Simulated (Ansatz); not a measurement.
Input of an Ansatz 0.2.0 run:

File input.yaml:

```yaml
crystal:
  lattice:
    - [1.3778399727, 0.7954962791, 11.3105617925]
    - [-1.3778399727, 0.7954962791, 11.3105617925]
    - [0.0, -1.5909925582, 11.3105617925]
  atoms:
    - { symbol: Ir, position: [0.409854, 0.38792, 0.396185] }
    - { symbol: Ir, position: [0.812188, 0.817242, 0.775464] }
    - { symbol: Ir, position: [0.178385, 0.213447, 0.204618] }
    - { symbol: Ir, position: [0.601439, 0.607472, 0.590548] }
    - { symbol: W, position: [-0.00965, -0.017089, 0.027023] }
hamiltonian:
  xc: pbe
  pseudopotentials: { kind: paw }
kpoints:
  mp_grid: { grid: [11, 11, 11] }
scf:
  occupations: { method: fermi_dirac, width: 0.05 }
output:
  forces: true
  stress: true
  eigenvalues: true
  write_density: true
  write_potential: true
  elf: true
  volumetric_format: npy
```

Potentials or basis: Ansatz PAW.

Launch:

```sh
$ ansatz run input.yaml --threads 2 --pin off --max-ram 5120MiB --backend cpu --events-out ev --progress --plain --runs-dir out
```

Q: Estimate the band gap on the k mesh.

A: None (metal or under the smearing width).

Q: What does it give for the largest force?

A: 0.772 eV/Å.

Q: Predict the pressure.

A: -0.3 GPa.

Forces in eV/Å, atoms in the order of the input:
```
Ir  -0.116 -0.114  0.718
Ir  -0.048 -0.320 -0.701
Ir   0.191  0.225  0.355
Ir  -0.004 -0.175  0.085
W   -0.022  0.385 -0.457
```

Spin-orbit coupling is left out, which matters for the levels of Ir, W.
